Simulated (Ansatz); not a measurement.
Predict the output of the script below (Ansatz 0.2.0, Python API).

`ch3fosn.xyz`
```text
7

F     1.42550   -1.93820   -0.90630
Sn   -0.17140   -1.03170   -0.11820
C    -0.16830    1.08890   -0.17830
O     0.57400    0.60600    0.92590
H    -1.11890   -1.96670    1.00090
H     0.57430    1.56990   -0.87910
H    -1.05380    1.60390    0.10940
```

`scan_ch3fosn.py`:
```python
# -*- coding: utf-8 -*-
import ansatz
import numpy as np

ch3fosn = ansatz.Crystal.molecule_from_extxyz('ch3fosn.xyz')

symbols = [site.symbol for site in ch3fosn.cartesian_sites]
start = np.array([site.position_ang for site in ch3fosn.cartesian_sites])
axis = (start[0] - start[1]) / np.linalg.norm(start[0] - start[1])
moving = [0]
lengths, energies = [1.758, 1.838, 1.918, 1.998, 2.078, 2.158, 2.238, 2.358], []
for length in lengths:
    xyz = start.copy()
    xyz[moving] += (length - np.linalg.norm(start[0] - start[1])) * axis
    point = ansatz.Crystal.molecule()
    for symbol, place in zip(symbols, xyz):
        point = point.atom(symbol, place.tolist())
    model = (
        point.calculation()
        .basis(gaussian='def2-SVP')
        .functional('b3lyp')
    )
    r = model.run(threads=1).report
    energies.append(r['free_energy_ev'])
    print(f'r = {length:6.3f} A  E = {energies[-1]:.5f} eV  <S^2> = {abs(r["mean_field"]["state"]["spin_squared"]):.3f}')

fit = np.polynomial.Polynomial.fit(lengths, np.array(energies) - min(energies), 4).convert()
roots = [r.real for r in fit.deriv().roots() if abs(r.imag) < 1e-9 and fit.deriv(2)(r.real) > 0]
r_e = min(roots, key=lambda r: abs(r - lengths[int(np.argmin(energies))]))
print(f'minimum of the fit at {r_e:.4f} A, force constant {fit.deriv(2)(r_e):.2f} eV/A^2')
```

Running `python scan_ch3fosn.py` prints:
```text
r =  1.758 A  E = -11676.30730 eV  <S^2> = 0.000
r =  1.838 A  E = -11676.71276 eV  <S^2> = 0.000
r =  1.918 A  E = -11676.86347 eV  <S^2> = 0.000
r =  1.998 A  E = -11676.84046 eV  <S^2> = 0.000
r =  2.078 A  E = -11676.70167 eV  <S^2> = 0.000
r =  2.158 A  E = -11676.48867 eV  <S^2> = 0.000
r =  2.238 A  E = -11676.23079 eV  <S^2> = 0.000
r =  2.358 A  E = -11675.80324 eV  <S^2> = 0.000
minimum of the fit at 1.9443 A, force constant 24.14 eV/A^2
```

What to keep in mind:
- Total energies depend on the basis set; only differences at equal settings carry meaning.
- The rest of the molecule is held rigid at a force-field or estimated start geometry, and the basis set is modest; single-reference methods fail as a bond breaks.
- def2 sets replace the cores of elements past krypton by effective core potentials.
- b3lyp holds the VWN-RPA fit, as in Gaussian; the form of ORCA and Turbomole is b3lyp5.
- The orbitals are restricted, so S² is zero by construction.
- Hardware and time: 25 s on 1 thread of Arm Neoverse V1, on a shared host, peak memory 0.23 GiB.
